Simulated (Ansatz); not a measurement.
This session for a relaxation of cell and ions of SnTe, space group F-43m with Ansatz 0.2.0, Python API holds a mistake.

Notebook, run cell by cell (the value of a cell's last expression is shown):

**Cell 1**
```python
import warnings

import ansatz as az
from ase import Atoms
from ase.data import atomic_numbers
import matplotlib.pyplot as plt
import numpy as np
import spglib
```

**Cell 2**
```python
def edges_and_angles(cell):
    cell = np.asarray(cell)
    a, b, c = np.linalg.norm(cell, axis=1)
    cosines = cell[1] @ cell[2] / (b * c), cell[0] @ cell[2] / (a * c), cell[0] @ cell[1] / (a * b)
    return (a, b, c, *np.degrees(np.arccos(cosines)))
```

**Cell 3**
```python
warnings.simplefilter("ignore", az.DeckWarning)
```

**Cell 4**
```python
atoms = Atoms(
    ["Sn", "Te"],
    scaled_positions=[
        (0.0, 0.0, 0.0),
        (0.75, 0.75, 0.75),
    ],
    cell=[
        (0.0, 3.611146, 3.611146),
        (3.611146, 0.0, 3.611146),
        (3.611146, 3.611146, 0.0),
    ],
    pbc=True,
)
structure = az.Crystal.from_ase(atoms)
```

**Cell 5**
```python
len(structure.resolved().sites)
```
Output:
```text
2
```

**Cell 6**
```python
# every cell quantity that the symmetry leaves free
calc = (
    structure.calculation()
    .functional("pbesol")
    .pseudopotentials("paw")
    .basis(19 * az.Ha)
    .kpoints(mesh=(4, 4, 4))
    .occupations("Fixed")
    .relax(force_tolerance=0.01, max_steps=60, cell=True)
    .density_of_states(energy_step=0.1, nscf_kmesh_spacing=0.16)
    .band_table()
)
steps = []
```

**Cell 7**
```python
def follow(event):
    if event["event"] != "relax_step":
        return
    row = event["data"]
    steps.append(row)
    print(f"step {row['step']:3d}  E = {row['lagrangian_ev']:.5f} eV  largest force component = {row['allowed_force_max_ev_ang']:.4f} eV/A  P = {row['pressure_gpa']:.3f} GPa")
```

**Cell 8**
```python
done = calc.session().plan(threads=1).execute(on_event=follow)
rep = done.report
```
Output:
```text
step   1  E = -12851.12334 eV  largest force component = 0.0000 eV/A  P = -1.464 GPa
RunWarning: iter 1: σ=0 fill of 15 bands saw a band overlap (occupied 5.5731 eV > unoccupied 5.4019 eV) — on an unconverged iterate often a transient of an unconverged empty band; one that stands at the close is told there (band_overlap_at_count); if the run fails to converge, the spectrum is likely genuinely metallic at σ=0 — use a smearing of finite width or the tetrahedron method (which not [...]
step   2  E = -12851.15012 eV  largest force component = 0.0000 eV/A  P = -0.070 GPa
step   3  E = -12851.15017 eV  largest force component = 0.0000 eV/A  P = 0.006 GPa
RunWarning: the bands overlap at the fill by count (15 filled at each k-point of a channel): the highest filled level, 5.610066 eV at k-index 7, stands 0.1582 eV over the lowest empty one, 5.451837 eV at k-index 6, so that a fill of the lowest levels lies lower and no gap is reported. A metal, or a carrier in a host's bands, wants a smearing of finite width or the tetrahedron method [...]
step   4  E = -12851.15013 eV  largest force component = 0.0000 eV/A  P = 0.006 GPa
RunWarning: the bands of the NSCF analysis pass on 47 k-points overlap at the fill by count (15 filled at each k-point of a channel): the highest filled level, 5.517675 eV at k-index 46, stands 0.0658 eV over the lowest empty one, 5.451837 eV at k-index 30, so that a fill of the lowest levels lies lower and no gap is reported. A metal, or a carrier in a host's bands, wants a smearing of finite [...]
```

**Cell 9**
```python
rep["kweights"]
```
Output:
```text
[0.015625, 0.125, 0.0625, 0.09375, 0.375, 0.1875, 0.046875, 0.09375]
```

**Cell 10**
```python
first, last = steps[0], steps[-1]
symbols = [site.symbol for site in done.lattice.sites]
print(f"energy gained {first['lagrangian_ev'] - last['lagrangian_ev']:.4f} eV in {len(steps) - 1} steps")
for label, vectors in (("before", first["cell_ang"]), ("after", done.lattice.cell_ang)):
    print(label, "a b c (A) {:.4f} {:.4f} {:.4f}  angles {:.2f} {:.2f} {:.2f}".format(*edges_and_angles(vectors)), f" V = {abs(np.linalg.det(vectors)):.3f} A^3")
print("final stress xx yy zz (GPa, compression positive):", np.round(np.diag(rep["stress_gpa"]), 3) + 0.0)
```
Output:
```text
energy gained 0.0268 eV in 3 steps
before a b c (A) 5.1069 5.1069 5.1069  angles 60.00 60.00 60.00  V = 94.181 A^3
after a b c (A) 5.0036 5.0036 5.0036  angles 60.00 60.00 60.00  V = 88.578 A^3
final stress xx yy zz (GPa, compression positive): [0.006 0.006 0.006]
```

**Cell 11**
```python
fractions = [site.position_frac for site in done.lattice.sites]
numbers = [atomic_numbers[s] for s in symbols]
for tolerance in (1e-3, 1e-2, 1e-1):
    print(f"space group at {tolerance} A:", spglib.get_spacegroup((done.lattice.cell_ang, fractions, numbers), symprec=tolerance))
```
Output:
```text
space group at 0.001 A: F-43m (216)
space group at 0.01 A: F-43m (216)
space group at 0.1 A: F-43m (216)
```

**Cell 12**
```python
fig, (top, bottom) = plt.subplots(2, 1, sharex=True, figsize=(4.5, 4))
top.plot([s["lagrangian_ev"] - last["lagrangian_ev"] for s in steps], "o-")
top.set_ylabel("E - E(final) (eV)")
bottom.semilogy([max(s["allowed_force_max_ev_ang"], 1e-6) for s in steps], "s-")
bottom.set(xlabel="step", ylabel="largest force (eV/A)")
fig.tight_layout()
fig.savefig("relax.png", dpi=100)
```

**Cell 13**
```python
print(f"free energy      {rep['free_energy_ev']:.5f} eV")
print(f"per atom         {rep['free_energy_ev'] / len(done.lattice.sites):.5f} eV")
print(f"SCF iterations   {rep['n_iterations']}  (converged: {rep['converged']})")
```
Output:
```text
free energy      -12851.15013 eV
per atom         -6425.57506 eV
SCF iterations   5  (converged: True)
```

**Cell 14**
```python
dos = done.density_of_states()
energy = np.asarray(dos.energies_ev) - dos.fermi_ev
top = min(levels[-1] for levels in rep["eigenvalues_ev"]) - dos.fermi_ev  # the computed bands end here
total = np.asarray(dos.spin_summed_g_bin_mean_per_ev)
print("E - E_F (eV)   states/eV")
for e in np.arange(-10, min(8, top), 0.5):
    print(f"{e:8.1f} {np.interp(e, energy, total):12.3f}")
```
Output:
```text
E - E_F (eV)   states/eV
   -10.0        0.000
    -9.5        0.000
    -9.0        0.000
    -8.5        0.000
    -8.0        0.000
    -7.5        2.573
    -7.0        1.162
    -6.5        0.482
    -6.0        0.234
    -5.5        0.096
    -5.0        0.000
    -4.5        0.000
    -4.0        0.000
    -3.5        2.494
    -3.0        3.077
    -2.5        1.303
    -2.0        0.142
    -1.5        0.857
    -1.0        1.184
    -0.5        1.905
     0.0        0.183
     0.5        0.718
     1.0        1.392
     1.5        2.728
     2.0        1.424
     2.5        2.436
     3.0        2.750
     3.5        0.762
```

The session ran to its end, but the result can't be trusted. Why?

The fault: fixed occupations, though the bands overlap at this level of theory. Mended:

```diff
--- before
+++ after
@@
     .kpoints(mesh=(4, 4, 4))
-    .occupations("Fixed")
+    .occupations("fermi_dirac", width=0.05)
     .relax(force_tolerance=0.01, max_steps=60, cell=True)
```

The cells in order, each with its output:

(earlier cells as before)

**Cell 6**
```python
# every cell quantity that the symmetry leaves free
calc = (
    structure.calculation()
    .functional("pbesol")
    .pseudopotentials("paw")
    .basis(19 * az.Ha)
    .kpoints(mesh=(4, 4, 4))
    .occupations("fermi_dirac", width=0.05)
    .relax(force_tolerance=0.01, max_steps=60, cell=True)
    .density_of_states(energy_step=0.1, nscf_kmesh_spacing=0.16)
    .band_table()
)
steps = []
```

**Cell 7**
```python
def follow(event):
    if event["event"] != "relax_step":
        return
    row = event["data"]
    steps.append(row)
    print(f"step {row['step']:3d}  E = {row['lagrangian_ev']:.5f} eV  largest force component = {row['allowed_force_max_ev_ang']:.4f} eV/A  P = {row['pressure_gpa']:.3f} GPa")
```

**Cell 8**
```python
done = calc.session().plan(threads=1).execute(on_event=follow)
rep = done.report
```
Output:
```text
step   1  E = -12851.12984 eV  largest force component = 0.0000 eV/A  P = -1.710 GPa
step   2  E = -12851.17307 eV  largest force component = 0.0000 eV/A  P = -0.423 GPa
step   3  E = -12851.17520 eV  largest force component = 0.0000 eV/A  P = 0.064 GPa
step   4  E = -12851.17525 eV  largest force component = 0.0000 eV/A  P = -0.000 GPa
step   5  E = -12851.17519 eV  largest force component = 0.0000 eV/A  P = 0.000 GPa
```

**Cell 9**
```python
rep["kweights"]
```
Output:
```text
[0.015625, 0.125, 0.0625, 0.09375, 0.375, 0.1875, 0.046875, 0.09375]
```

**Cell 10**
```python
first, last = steps[0], steps[-1]
symbols = [site.symbol for site in done.lattice.sites]
print(f"energy gained {first['lagrangian_ev'] - last['lagrangian_ev']:.4f} eV in {len(steps) - 1} steps")
for label, vectors in (("before", first["cell_ang"]), ("after", done.lattice.cell_ang)):
    print(label, "a b c (A) {:.4f} {:.4f} {:.4f}  angles {:.2f} {:.2f} {:.2f}".format(*edges_and_angles(vectors)), f" V = {abs(np.linalg.det(vectors)):.3f} A^3")
print("final stress xx yy zz (GPa, compression positive):", np.round(np.diag(rep["stress_gpa"]), 3) + 0.0)
```
Output:
```text
energy gained 0.0454 eV in 4 steps
before a b c (A) 5.1069 5.1069 5.1069  angles 60.00 60.00 60.00  V = 94.181 A^3
after a b c (A) 4.9608 4.9608 4.9608  angles 60.00 60.00 60.00  V = 86.323 A^3
final stress xx yy zz (GPa, compression positive): [0. 0. 0.]
```

**Cell 11**
```python
fractions = [site.position_frac for site in done.lattice.sites]
numbers = [atomic_numbers[s] for s in symbols]
for tolerance in (1e-3, 1e-2, 1e-1):
    print(f"space group at {tolerance} A:", spglib.get_spacegroup((done.lattice.cell_ang, fractions, numbers), symprec=tolerance))
```
Output:
```text
space group at 0.001 A: F-43m (216)
space group at 0.01 A: F-43m (216)
space group at 0.1 A: F-43m (216)
```

**Cell 12**
```python
fig, (top, bottom) = plt.subplots(2, 1, sharex=True, figsize=(4.5, 4))
top.plot([s["lagrangian_ev"] - last["lagrangian_ev"] for s in steps], "o-")
top.set_ylabel("E - E(final) (eV)")
bottom.semilogy([max(s["allowed_force_max_ev_ang"], 1e-6) for s in steps], "s-")
bottom.set(xlabel="step", ylabel="largest force (eV/A)")
fig.tight_layout()
fig.savefig("relax.png", dpi=100)
```

**Cell 13**
```python
print(f"free energy      {rep['free_energy_ev']:.5f} eV")
print(f"per atom         {rep['free_energy_ev'] / len(done.lattice.sites):.5f} eV")
print(f"SCF iterations   {rep['n_iterations']}  (converged: {rep['converged']})")
```
Output:
```text
free energy      -12851.17519 eV
per atom         -6425.58759 eV
SCF iterations   4  (converged: True)
```

**Cell 14**
```python
dos = done.density_of_states()
energy = np.asarray(dos.energies_ev) - dos.fermi_ev
top = min(levels[-1] for levels in rep["eigenvalues_ev"]) - dos.fermi_ev  # the computed bands end here
total = np.asarray(dos.spin_summed_g_bin_mean_per_ev)
print("E - E_F (eV)   states/eV")
for e in np.arange(-10, min(8, top), 0.5):
    print(f"{e:8.1f} {np.interp(e, energy, total):12.3f}")
```
Output:
```text
E - E_F (eV)   states/eV
   -10.0        0.000
    -9.5        0.000
    -9.0        0.000
    -8.5        0.000
    -8.0        0.000
    -7.5        2.796
    -7.0        1.005
    -6.5        0.444
    -6.0        0.222
    -5.5        0.096
    -5.0        0.001
    -4.5        0.000
    -4.0        0.713
    -3.5        2.999
    -3.0        2.893
    -2.5        0.922
    -2.0        0.207
    -1.5        0.851
    -1.0        1.187
    -0.5        1.776
     0.0        0.241
     0.5        0.713
     1.0        1.345
     1.5        2.815
     2.0        1.375
     2.5        2.394
     3.0        2.394
     3.5        0.872
```

What to keep in mind:
- Total energies depend on the potentials; only differences at equal settings carry meaning.
- Forces vanish by symmetry, so the ions can't move, and the end may be a saddle.
- For a metal this k-point mesh is coarse: on a finer one energies can move by several to tens of meV an atom and pressures by half a GPa or more, differences at one mesh by less.
- Energies along a relaxation are free energies. Rows at an unchanged volume are solved on a plane-wave basis chosen afresh for that cell, so the energy jumps there and such rows are no steps of the walk.
- Edges and angles are those of the cell as typed, here a primitive one, not of the conventional cell.
- The structure is layered, and without a dispersion term the spacing of the layers is poorly determined.
- The structure comes from a database of computed cells and needn't be a stable or known phase.
- The computed bands are complete only to about 3.8 eV above the Fermi level; beyond that the density of states is undercounted.
- Hardware and time: 14 s on 1 thread of Arm Neoverse V2 (shared host), peak memory 0.47 GiB.
